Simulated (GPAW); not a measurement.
# NbTe (Pm-3m) in GPAW: a series of runs

One crystal, NbTe, is run at these levels: PBE; tasks: band structure.

All numbers are computed with GPAW 26.7.0; they aren't measurements. Logs are shortened: lines on timing, memory, paths and dates and some standing lists are left out, and cuts for length are marked. The log counts tension as positive stress, the text compression.

### 1 The crystal as given

It takes space group Pm-3m (No. 221, cubic). The conventional cell has a = 3.426 Å, b = 3.426 Å, c = 3.426 Å, α = 90.00°, β = 90.00°, γ = 90.00°. Nb (site symmetry m-3m) is surrounded by 8 Te at 2.97 Å. Around Te (site symmetry m-3m) lie 8 Nb at 2.97 Å.

The cell was built by a generator and needn't be a form met in nature.

### 2 Band structure, PBE

The input, run.py:

```python
from ase.dft.bandgap import bandgap
from ase.io import read, write
from ase.units import Bohr, GPa
from gpaw import GPAW, PW
from gpaw.elf import elf_from_dft_calculation

atoms = read('POSCAR')

calc = GPAW(mode=PW(600),
            xc='PBE',
            kpts={'size': (8, 8, 8), 'gamma': True},
            occupations={'name': 'fermi-dirac', 'width': 0.05},
            nbands=20,
            convergence={'density': 1e-05, 'energy': 1e-05},
            maxiter=150,
            txt='gpaw.txt')
atoms.calc = calc
energy = atoms.get_potential_energy()
forces = atoms.get_forces()
stress = atoms.get_stress()
calc.write('gs.gpw')
write('result.traj', atoms)
print(f'Energy: {energy:.6f} eV')
print('Forces (eV/A):')
print(forces.round(4))
print('Stress (GPa):', (stress / GPa).round(3))
print('Fermi level:', round(calc.get_fermi_level(), 4), 'eV')
print(f'Gap: {bandgap(calc)[0]:.4f} eV, direct: {bandgap(calc, direct=True)[0]:.4f} eV')

# fields on the real-space grid
write('density.cube', atoms, data=calc.get_pseudo_density() * Bohr**3)
write('potential.cube', atoms, data=calc.get_electrostatic_potential())
write('elf.cube', atoms, data=elf_from_dft_calculation(calc).data)

path = atoms.cell.bandpath('GXMGRX,MR', npoints=80, eps=1e-4)
bs_calc = calc.fixed_density(kpts=path, symmetry='off', nbands=32,
                             convergence={'bands': 'CBM+6.0', 'eigenstates': 1e-6}, txt='bands.txt')
bs = bs_calc.band_structure()
bs.write('bs.json')
print(f'Gap on the path: {bandgap(bs_calc)[0]:.4f} eV')
```

The input, POSCAR:

```
NbTe
1.0
    3.4257000000      0.0000000000      0.0000000000
    0.0000000000      3.4257000000      0.0000000000
    0.0000000000      0.0000000000      3.4257000000
Nb Te
1 1
Direct
    0.5000000000      0.5000000000      0.5000000000
    0.0000000000      0.0000000000      0.0000000000
```

Potentials or basis: GPAW PAW data sets (gpaw-data 1.2.1), pw.

Started as:

```console
OMP_NUM_THREADS=1 python run.py
```

gpaw.txt:

```text
__  _  _
 | _ |_)|_||  |
 |__||  | ||/\| - 26.7.0

Input parameters:
  mode=PW(ecut=600.0),
  convergence={'density': 1e-05, 'energy': 1e-05},
  kpts=MonkhorstPack(size=(8, 8, 8), gamma=True),
  maxiter=150,
  nbands=20,
  occupations=Occupations(name='fermi-dirac', width=0.05),
  xc=XC(name='PBE')

Diagonalizing LCAO Hamiltonian
Converting LCAO to pw mode
   .-------.
  /|       |
 * |       |
 | |  Nb   |
 | .-------.
 |/       /
 Te------*

Atoms  # Å, Bohr magnetons
|   | symbol |        x |        y |        z |    initial magnetic moments |
|---|--------|----------|----------|----------|-----------------------------|
| 0 |     Nb | 1.712850 | 1.712850 | 1.712850 | ( 0.0000,  0.0000,  0.0000) |
| 1 |     Te | 0.000000 | 0.000000 | 0.000000 | ( 0.0000,  0.0000,  0.0000) |

Unit cell  # Å
| periodic |        x |        y |        z |  lengths |    angles |
|----------|----------|----------|----------|----------|-----------|
|      yes | 3.425700 | 0.000000 | 0.000000 | 3.425700 | 90.000000 |
|      yes | 0.000000 | 3.425700 | 0.000000 | 3.425700 | 90.000000 |
|      yes | 0.000000 | 0.000000 | 3.425700 | 3.425700 | 90.000000 |

Number of symmetries: 48
Symmetry operations  # r_c * U_cc + t_c -> r_c
|    | kind |            matrix            |
|----|------|------------------------------|
|  0 |  E   |  1, 0, 0,  0, 1, 0,  0, 0, 1 |
|  1 |  σ   |  1, 0, 0,  0, 1, 0,  0, 0,-1 |
|  2 |  σ   |  1, 0, 0,  0, 0, 1,  0, 1, 0 |
|  3 |  C4  |  1, 0, 0,  0, 0, 1,  0,-1, 0 |
|  4 |  C4  |  1, 0, 0,  0, 0,-1,  0, 1, 0 |
|  5 |  σ   |  1, 0, 0,  0, 0,-1,  0,-1, 0 |
|  6 |  σ   |  1, 0, 0,  0,-1, 0,  0, 0, 1 |
|  7 |  C2  |  1, 0, 0,  0,-1, 0,  0, 0,-1 |
|  8 |  σ   |  0, 1, 0,  1, 0, 0,  0, 0, 1 |
|  9 |  C2  |  0, 1, 0,  1, 0, 0,  0, 0,-1 |
| 10 |  C3  |  0, 1, 0,  0, 0, 1,  1, 0, 0 |
| 11 |  S6  |  0, 1, 0,  0, 0, 1, -1, 0, 0 |
| 12 |  S6  |  0, 1, 0,  0, 0,-1,  1, 0, 0 |
| 13 |  C3  |  0, 1, 0,  0, 0,-1, -1, 0, 0 |
| 14 |  C4  |  0, 1, 0, -1, 0, 0,  0, 0, 1 |
| 15 |  S4  |  0, 1, 0, -1, 0, 0,  0, 0,-1 |
| 16 |  C3  |  0, 0, 1,  1, 0, 0,  0, 1, 0 |
| 17 |  S6  |  0, 0, 1,  1, 0, 0,  0,-1, 0 |
| 18 |  σ   |  0, 0, 1,  0, 1, 0,  1, 0, 0 |
| 19 |  C4  |  0, 0, 1,  0, 1, 0, -1, 0, 0 |
| 20 |  C2  |  0, 0, 1,  0,-1, 0,  1, 0, 0 |
| 21 |  S4  |  0, 0, 1,  0,-1, 0, -1, 0, 0 |
| 22 |  S6  |  0, 0, 1, -1, 0, 0,  0, 1, 0 |
| 23 |  C3  |  0, 0, 1, -1, 0, 0,  0,-1, 0 |
| 24 |  S6  |  0, 0,-1,  1, 0, 0,  0, 1, 0 |
| 25 |  C3  |  0, 0,-1,  1, 0, 0,  0,-1, 0 |
| 26 |  C4  |  0, 0,-1,  0, 1, 0,  1, 0, 0 |
| 27 |  σ   |  0, 0,-1,  0, 1, 0, -1, 0, 0 |
| 28 |  S4  |  0, 0,-1,  0,-1, 0,  1, 0, 0 |
| 29 |  C2  |  0, 0,-1,  0,-1, 0, -1, 0, 0 |
| 30 |  C3  |  0, 0,-1, -1, 0, 0,  0, 1, 0 |
| 31 |  S6  |  0, 0,-1, -1, 0, 0,  0,-1, 0 |
| 32 |  C4  |  0,-1, 0,  1, 0, 0,  0, 0, 1 |
| 33 |  S4  |  0,-1, 0,  1, 0, 0,  0, 0,-1 |
| 34 |  S6  |  0,-1, 0,  0, 0, 1,  1, 0, 0 |
| 35 |  C3  |  0,-1, 0,  0, 0, 1, -1, 0, 0 |
| 36 |  C3  |  0,-1, 0,  0, 0,-1,  1, 0, 0 |
| 37 |  S6  |  0,-1, 0,  0, 0,-1, -1, 0, 0 |
| 38 |  σ   |  0,-1, 0, -1, 0, 0,  0, 0, 1 |
| 39 |  C2  |  0,-1, 0, -1, 0, 0,  0, 0,-1 |
| 40 |  σ   | -1, 0, 0,  0, 1, 0,  0, 0, 1 |
| 41 |  C2  | -1, 0, 0,  0, 1, 0,  0, 0,-1 |
| 42 |  C2  | -1, 0, 0,  0, 0, 1,  0, 1, 0 |
| 43 |  S4  | -1, 0, 0,  0, 0, 1,  0,-1, 0 |
| 44 |  S4  | -1, 0, 0,  0, 0,-1,  0, 1, 0 |
| 45 |  C2  | -1, 0, 0,  0, 0,-1,  0,-1, 0 |
| 46 |  C2  | -1, 0, 0,  0,-1, 0,  0, 0, 1 |
| 47 |  i   | -1, 0, 0,  0,-1, 0,  0, 0,-1 |

BZ-sampling:
  Number of BZ points: 512
  Number of IBZ points: 35

  Monkhorst-Pack size: [8, 8, 8]
  Monkhorst-Pack shift: [0.0625, 0.0625, 0.0625]

K-points  # in reciprocal-cell coordinates
|     |                                coordinates |     weight |
|-----|--------------------------------------------|------------|
|   0 | (  0.00000000,   0.00000000,   0.00000000) | 0.00195312 |
|   1 | (  0.12500000,   0.00000000,   0.00000000) | 0.01171875 |
|   2 | (  0.12500000,   0.12500000,   0.00000000) | 0.02343750 |
|   3 | (  0.12500000,   0.12500000,   0.12500000) | 0.01562500 |
|   4 | (  0.25000000,   0.00000000,   0.00000000) | 0.01171875 |
|   5 | (  0.25000000,   0.12500000,   0.00000000) | 0.04687500 |
|   6 | (  0.25000000,   0.12500000,   0.12500000) | 0.04687500 |
|   7 | (  0.25000000,   0.25000000,   0.00000000) | 0.02343750 |
|   8 | (  0.25000000,   0.25000000,   0.12500000) | 0.04687500 |
|   9 | (  0.25000000,   0.25000000,   0.25000000) | 0.01562500 |
| ... |                                            |            |
|  34 | (  0.50000000,   0.50000000,   0.50000000) | 0.00195312 |

Plane wave coefficients: 1376
Cutoff: 600.0 eV

Spin-components: 1 (collinear spins)
Bands:           20
Projectors:      11
Spin-degeneracy: 2
Datatype:        complex128

Parallelization:
  kpt:    1
  domain: 1
  band:   1

Density:
  Valence electrons: 19.0
  Components: 1
  Grid points: [20 20 20]
  Charge: 0.0  # |e|

Potential:
  Grid points: [20 20 20]

species:
  Nb:
    name:    Niobium
    Z:       41.0
    valence: 13
    core:    28
    charge:  0.0  # [|e|]
    compensation charges:
      type: gauss
      rc: 0.40  # [Å]
      lmax: 2
    cutoffs:
      filter: 2.35  # [Å]
      core: 1.51  # [Å]
    projectors
    | kind |    occ | energy [eV] | rcut [Å] |
    |------|--------|-------------|----------|
    |   4s |  2.000 |     -58.361 |    1.323 |
    |   5s |  1.000 |      -3.980 |    1.323 |
    |   4p |  6.000 |     -34.526 |    1.323 |
    |   5p |  0.000 |      -1.111 |    1.323 |
    |   4d |  4.000 |      -3.041 |    1.244 |
    |    d |        |      24.171 |    1.244 |

    Using partial waves for Nb as LCAO basis

  Te:
    name:    Tellurium
    Z:       52.0
    valence: 6
    core:    46
    charge:  0.0  # [|e|]
    compensation charges:
      type: gauss
      rc: 0.36  # [Å]
      lmax: 2
    cutoffs:
      filter: 2.09  # [Å]
      core: 3.17  # [Å]
    projectors
    | kind |    occ | energy [eV] | rcut [Å] |
    |------|--------|-------------|----------|
    |   5s |  2.000 |     -15.089 |    1.180 |
    |   5p |  4.000 |      -5.955 |    1.196 |
    |    s |        |      12.123 |    1.180 |
    |    p |        |      21.256 |    1.196 |
    |    d |        |       0.000 |    1.238 |

    Using partial waves for Te as LCAO basis

Reference energy: -288696.831223  # eV

eigensolver:
  PPCG
  Converge bands: occupied
  niter=2

density mixing:
  MSR1-Mixer
  Pratt-step length: 0.05
  Maximum mixing coefficient: 0.75
  Old densities: 10
  SVD Regularization: 0.005
  Good broyden scale: 1.0
  Trust region scale: 1.0
  Backstep threshold: 4.0
  History deletion threshold: 6.0
  Fourier metric: weight=20.0, sigma=0.015

occupation numbers:
  Fermi-Dirac:
    width: 0.0500  # eV

poisson solver:
  ecut: 4800.0  # eV

xc functional:
  name: PBE with 2 nearest neighbor stencil

convergence criteria:
- Maximum integral of absolute [dens]ity change: 1e-05 electrons / valence electron
- Maximum [total energy] change in last 3 cyles: 1e-05 eV / valence electron
- Maximum integral of absolute [eigenst]ate change: 4e-08 eV^2 / valence electron
maximum number of iterations: 150

SCF iterations
|iter     | |      energy | eigst |  dens |
|---------|-|-------------|-------|-------|
|iter:   1| |  -14.223289 | +0.12 |       |
|iter:   2| |  -14.096872 | -2.25 | -1.10 |
|iter:   3| |  -13.729976 | -1.62 | -1.14 |
|iter:   4| |  -13.724415 | -3.03 | -1.69 |
|iter:   5| |  -13.723997 | -3.48 | -2.06 |
|iter:   6| |  -13.723966 | -4.60 | -2.63 |
|iter:   7| |  -13.723972c| -6.47 | -3.66 |
|iter:   8| |  -13.723971c| -7.40 | -4.14 |
|iter:   9| |  -13.723971c| -8.80c| -5.42c|

Converged in 9 steps
Energy contributions relative to reference atoms: (reference = -288696.831223)

Energy contributions:
  Kinetic:           5.820703
  Coulomb:          -7.923703
  Zero:              0.024334
  External:          0.000000
  Xc:              -11.634590
  Entropy:          -0.021430
  Spinorbit:         0.000000
  ----------------------------
  Free energy:     -13.734687
  Extrapolated:    -13.723971

dipole moment: (-14.551326, -14.551326, -14.551326)  # |e|*Ang

Fermi level: 11.941
Eigenvalues  # (at kpt = [0.000, 0.000, 0.000])
| band index |      eig [eV] | occ [0-2] |
|------------|---------------|-----------|
|          0 |       -43.369 |     2.000 |
|        ... |               |           |
|          2 |       -19.419 |     2.000 |
|          3 |       -19.419 |     2.000 |
|          4 |        -2.444 |     2.000 |
|          5 |         9.261 |     2.000 |
|          6 |         9.261 |     2.000 |
|          7 |        10.699 |     2.000 |
[... 8 lines left out ...]
|         16 |        24.305 |     0.000 |
|         17 |        24.305 |     0.000 |
|        ... |               |           |
|         19 |        27.406 |     0.000 |

No gap
No difference between direct/indirect transitions

Forces  # eV/Ang
|       x |       y |       z |
|---------|---------|---------|
| 0.00000 | 0.00000 | 0.00000 |  # Nb   0
| 0.00000 | 0.00000 | 0.00000 |  # Te   1

Stress tensor  # eV/Ang^3
|        x |        y |        z |
|----------|----------|----------|
| 0.006433 | 0.000000 | 0.000000 |
| 0.000000 | 0.006433 | 0.000000 |
| 0.000000 | 0.000000 | 0.006433 |

# Writing to gs.gpw (mode='')
```

It took 35 s on 1 thread of Arm Neoverse V1, shared host; peak memory 0.25 GiB.

What came out:

| Item | Value |
| --- | --- |
| Free energy | -13.7347 eV |
| Pressure | -1.0 GPa |
| Band gap along the path | none (metal or under the smearing width) |

Levels at the corners of the path, in eV from the Fermi level:
```tsv
point	band 6	band 7	band 8	band 9	band 10	band 11	band 12	band 13	band 14	band 15
Γ	-2.68	-2.68	-1.24	-1.24	-1.24	1.04	1.04	1.04	3.54	8.27
X	-7.83	-2.82	-2.82	-1.92	1.19	2.24	4.56	4.75	4.75	5.42
M	-5.57	-5.57	-2.63	-0.38	-0.38	0.57	1.18	2.46	4.04	8.35
Γ	-2.68	-2.68	-1.24	-1.24	-1.24	1.04	1.04	1.04	3.54	8.27
R	-6.44	-6.44	-6.44	2.03	2.03	2.03	2.58	2.58	4.80	4.80
X	-7.83	-2.82	-2.82	-1.92	1.19	2.24	4.56	4.75	4.75	5.42
M	-5.57	-5.57	-2.63	-0.38	-0.38	0.57	1.18	2.46	4.04	8.35
R	-6.44	-6.44	-6.44	2.03	2.03	2.03	2.58	2.58	4.80	4.80
```

Caveat: spin-orbit coupling is left out, which moves the levels of the heavy elements.

### 3 Band structure, PBE

Changes to run.py since step 2:

```diff
@@ -2,5 +2,4 @@
 from ase.io import read, write
-from ase.units import Bohr, GPa
+from ase.units import GPa
 from gpaw import GPAW, PW
-from gpaw.elf import elf_from_dft_calculation
 
@@ -12,3 +11,4 @@
             occupations={'name': 'fermi-dirac', 'width': 0.05},
-            nbands=20,
+            setups={'Nb': '5', 'Te': '16'},
+            nbands=-11,
             convergence={'density': 1e-05, 'energy': 1e-05},
@@ -29,9 +29,4 @@
 
-# fields on the real-space grid
-write('density.cube', atoms, data=calc.get_pseudo_density() * Bohr**3)
-write('potential.cube', atoms, data=calc.get_electrostatic_potential())
-write('elf.cube', atoms, data=elf_from_dft_calculation(calc).data)
-
 path = atoms.cell.bandpath('GXMGRX,MR', npoints=80, eps=1e-4)
-bs_calc = calc.fixed_density(kpts=path, symmetry='off', nbands=32,
+bs_calc = calc.fixed_density(kpts=path, symmetry='off', nbands=-21,
                              convergence={'bands': 'CBM+6.0', 'eigenstates': 1e-6}, txt='bands.txt')
```

POSCAR is that of step 2.

Potentials or basis: GPAW PAW data sets (gpaw-data 1.2.1), other valence, pw.

Started as:

```console
OMP_NUM_THREADS=1 python run.py
```

Wall time 38 s (1 thread of Arm Neoverse V1, shared host); peak memory 0.26 GiB.

Results (log left out):

```
Free energy             : -13.5388 eV
Pressure                : -1.9 GPa
Band gap along the path : none (metal or under the smearing width)
```

Levels at the corners of the path, in eV from the Fermi level:
```
point  band 8  band 9  band 10  band 11  band 12  band 13
    Γ   -2.68   -1.08    -1.08    -1.08     1.03     1.03
    X   -2.71   -2.71    -1.82     1.28     2.28     4.36
    M   -5.48   -2.65    -0.42    -0.42     0.76     1.20
    Γ   -2.68   -1.08    -1.08    -1.08     1.03     1.03
    R   -6.32   -6.32     1.91     1.91     1.91     2.60
    X   -2.71   -2.71    -1.82     1.28     2.28     4.36
    M   -5.48   -2.65    -0.42    -0.42     0.76     1.20
    R   -6.32   -6.32     1.91     1.91     1.91     2.60
```

Caveat: spin-orbit coupling is left out, which moves the levels of the heavy elements.

### 4 Band structure, PBE

Changes to run.py since step 3:

```diff
@@ -3,3 +3,5 @@
 from ase.units import GPa
-from gpaw import GPAW, PW
+from gpaw import GPAW, PW, setup_paths
+
+setup_paths.insert(0, '.')
 
@@ -11,4 +13,3 @@
             occupations={'name': 'fermi-dirac', 'width': 0.05},
-            setups={'Nb': '5', 'Te': '16'},
-            nbands=-11,
+            nbands=20,
             convergence={'density': 1e-05, 'energy': 1e-05},
@@ -30,3 +31,3 @@
 path = atoms.cell.bandpath('GXMGRX,MR', npoints=80, eps=1e-4)
-bs_calc = calc.fixed_density(kpts=path, symmetry='off', nbands=-21,
+bs_calc = calc.fixed_density(kpts=path, symmetry='off', nbands=32,
                              convergence={'bands': 'CBM+6.0', 'eigenstates': 1e-6}, txt='bands.txt')
```

POSCAR is that of step 3.

Potentials or basis: PAW data sets generated in the run's folder for this functional, pw.

Started as:

```console
gpaw-setup -f PBE Nb Te
OMP_NUM_THREADS=1 python run.py
```

It took 38 s on 1 thread of Arm Neoverse V1, shared host; peak memory 0.25 GiB.

Results (log left out):

```yaml
Free_energy: -13.7321 eV
Pressure: -1.0 GPa
Band_gap_along_the_path: none (metal or under the smearing width)
```

Levels at the corners of the path, in eV from the Fermi level:
```tsv
point	band 8	band 9	band 10	band 11	band 12	band 13
Γ	-1.24	-1.24	-1.24	1.04	1.04	1.04
X	-2.82	-1.92	1.19	2.24	4.56	4.75
M	-2.63	-0.38	-0.38	0.57	1.18	2.46
Γ	-1.24	-1.24	-1.24	1.04	1.04	1.04
R	-6.44	2.03	2.03	2.03	2.58	2.58
X	-2.82	-1.92	1.19	2.24	4.56	4.75
M	-2.63	-0.38	-0.38	0.57	1.18	2.46
R	-6.44	2.03	2.03	2.03	2.58	2.58
```

Caveat: spin-orbit coupling is left out, which moves the levels of the heavy elements.

### 5 Band structure, PBE

Changes to run.py since step 4:

```diff
@@ -13,3 +13,4 @@
             occupations={'name': 'fermi-dirac', 'width': 0.05},
-            nbands=20,
+            setups={'Nb': 'jth', 'Te': 'jth'},
+            nbands=-11,
             convergence={'density': 1e-05, 'energy': 1e-05},
@@ -31,3 +32,3 @@
 path = atoms.cell.bandpath('GXMGRX,MR', npoints=80, eps=1e-4)
-bs_calc = calc.fixed_density(kpts=path, symmetry='off', nbands=32,
+bs_calc = calc.fixed_density(kpts=path, symmetry='off', nbands=-21,
                              convergence={'bands': 'CBM+6.0', 'eigenstates': 1e-6}, txt='bands.txt')
```

POSCAR is that of step 4.

Potentials or basis: JTH PAW 2.0, PBE, pw.

Started as:

```console
OMP_NUM_THREADS=1 python run.py
```

Wall time 37 s (1 thread of Arm Neoverse V1, shared host); peak memory 0.25 GiB.

Results (log left out):

```yaml
Free_energy: -13.2107 eV
Pressure: 1.1 GPa
Band_gap_along_the_path: none (metal or under the smearing width)
```

Levels at the corners of the path, in eV from the Fermi level:
```tsv
point	band 6	band 7	band 8	band 9	band 10	band 11	band 12	band 13	band 14	band 15
Γ	-2.72	-2.72	-1.23	-1.23	-1.23	1.04	1.04	1.04	3.50	8.48
X	-7.86	-2.81	-2.81	-1.84	1.29	2.26	4.61	4.74	4.74	5.43
M	-5.58	-5.58	-2.68	-0.41	-0.41	0.54	1.16	2.47	4.06	8.81
Γ	-2.72	-2.72	-1.23	-1.23	-1.23	1.04	1.04	1.04	3.50	8.48
R	-6.47	-6.47	-6.47	2.03	2.03	2.03	2.58	2.58	4.82	4.82
X	-7.86	-2.81	-2.81	-1.84	1.29	2.26	4.61	4.74	4.74	5.43
M	-5.58	-5.58	-2.68	-0.41	-0.41	0.54	1.16	2.47	4.06	8.81
R	-6.47	-6.47	-6.47	2.03	2.03	2.03	2.58	2.58	4.82	4.82
```

Caveat: the program truncates these outside data sets; spin-orbit coupling is left out, which moves the levels of the heavy elements.

### 6 The runs side by side

| potentials or basis | data set | pressure (GPa) |
| --- | --- | --- |
| GPAW PAW data sets (gpaw-data 1.2.1), pw | - | -1.0 |
| GPAW PAW data sets (gpaw-data 1.2.1), other valence, pw | Nb 5, Te 16 | -1.9 |
| PAW data sets generated in the run's folder for this functional, pw | - | -1.0 |
| JTH PAW 2.0, PBE, pw | Nb jth, Te jth | 1.1 |

Alike in all rows: task band structure; level PBE; no spin polarisation; cell as given; k mesh 8 × 8 × 8; cutoff (eV) 600; smearing fermi-dirac 0.05 eV.

Caveats: spin-orbit coupling is left out, which moves the levels of the heavy elements; the program truncates these outside data sets (some runs).

Total energies depend on the potentials used, so only differences within one code and one set of settings carry meaning.
